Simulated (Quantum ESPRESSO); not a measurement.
HfIn4SiO6:

```
CELL_PARAMETERS angstrom
5.27743 0.00000 0.00000
-2.63872 4.57039 0.00000
0.00000 0.00000 10.55905
ATOMIC_POSITIONS crystal
Hf 0.66667 0.33333 0.00000
In 0.00000 0.00000 0.30446
In 0.00000 0.00000 0.69554
In 0.33333 0.66667 0.78919
In 0.33333 0.66667 0.21081
Si 0.00000 0.00000 0.00000
O 0.97300 0.70496 0.89972
O 0.29504 0.02700 0.10028
O 0.29504 0.26804 0.89972
O 0.73196 0.70496 0.10028
O 0.73196 0.02700 0.89972
O 0.97300 0.26804 0.10028
```

The cell was built by a generator and needn't be a form met in nature.

Base run:

- Program: Quantum ESPRESSO 7.5
- Functional: LDA
- Potentials or basis: SG15 PBE 1.2
- Cutoff: 1197 eV
- Density cutoff: 4789 eV
- k mesh: 4 × 4 × 2
- Occupations: fermi-dirac, width 0.05 eV
- Spin: no spin polarisation

Its results: band gap on the k mesh 0.32 eV, indirect (least direct gap 1.58 eV); pressure -4.8 GPa; largest force 0.490 eV/Å.

Task: The run is repeated on the same cell with these changes: functional from LDA to PBEsol. What comes out?

Result: Band gap on the k mesh 0.31 eV, indirect (least direct gap 1.64 eV); pressure -2.5 GPa; largest force 0.267 eV/Å.

PBEsol binds less tightly than LDA, so the same cell stands under more pressure.

Caveats: the potentials were made for another functional, which shifts forces and pressure; spin-orbit coupling is left out, which moves the levels of the heavy elements; the mesh misses the band edges, which the band path finds closer together.

Not every run made on this cell is shown here.
